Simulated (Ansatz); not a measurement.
# Pd (Palladium): the cost of one run

Computed with Ansatz 0.2.0 (DFT r2SCAN, scalar-relativistic, plane waves, PAW, unless a step's input says otherwise).

1 further run of the same task is left out (set aside as unsound or not needed).

## 1. The structure to begin with

Symmetry: Fm-3m, No. 225, cubic system. Conventional cell: a = 3.907 Å, b = 3.907 Å, c = 3.907 Å, α = 90.00°, β = 90.00°, γ = 90.00°. Pd (site symmetry m-3m) has 12 Pd at 2.76 Å as nearest neighbours.

As a file:

```xyz
1
Lattice="0.0000 1.9537 1.9537 1.9537 0.0000 1.9537 1.9537 1.9537 0.0000" Properties=species:S:1:pos:R:3 pbc="T T T"
Pd    0.0000    0.0000    0.0000
```

It is the result of an earlier relaxation at this level (volume 14.91 Å³/atom; gap on the mesh: none (metal)).

## 2. Bulk reference on the slab's mesh

The input, input.yaml:

```yaml
crystal:
  lattice:
    - [2.7629892873, 0.0, 0.0]
    - [0.0, 2.7629892873, 0.0]
    - [1.3814946436, 1.3814946436, 1.9537284614]
  atoms:
    - { symbol: Pd, position: [0.0, 0.0, 0.0] }
basis:
  ecutwfc: 500
kpoints:
  mp_grid: { grid: [12, 12, 17] }
hamiltonian:
  xc: r2scan
scf:
  occupations: { method: gaussian, width: 0.1 }
output:
  forces: true
  stress: true
  eigenvalues: true
```

On the command line:

```
$ ansatz run input.yaml --threads 2 --pin off --max-ram 5120MiB --backend cpu --events-out ev --progress --plain --runs-dir out
```

**Question.** How long does this run take on 2 threads of Arm Neoverse V1, shared host, and how much memory does it need?

About 9.8 s, with a peak of 0.47 GiB.
